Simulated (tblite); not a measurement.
# C5H7GeNO2: the cost of one run

Programs: tblite 0.8.0 and PySCF 2.14.0, with routines of our own; each step states its level. All values are computed. Atoms count from 0.

## 1. The starting structure

16 atoms, charge 0, multiplicity 1; geometry from: start built from the parent or by distance geometry.

## 2. Relaxing the molecule with GFN2-xTB

Job settings and geometry (Å):

```
{"job": {"kind": "relax", "xc": "GFN2-xTB", "basis": "xTB"}, "charge": 0, "multiplicity": 1}
C      2.592200     0.043300    -0.729700
C      1.501300    -0.245000     0.001300
C      0.144100    -0.340000    -0.575100
O     -0.241500     0.944100    -1.102400
Ge    -1.179400     1.630500     0.262600
O     -1.397700     0.197600     1.267500
C     -0.917100    -0.839400     0.449800
C     -2.048300    -1.477100    -0.210300
N     -2.947600    -1.995700    -0.747600
H      2.463000     0.245300    -1.781700
H      3.554600     0.096200    -0.280000
H      1.649400    -0.454000     1.083400
H      0.165800    -1.047700    -1.411400
H     -2.539400     2.146700    -0.266000
H     -0.353400     2.731600     0.990100
H     -0.461200    -1.618300     1.130300
```

Run with:

```console
> OMP_NUM_THREADS=1 python redox_run.py task.json out
```

The driver reads the jobs from task.json and runs them one after another.

**Question.** How long does this first job take on 1 thread of Arm Neoverse V1, shared host?

About 2.3 s.
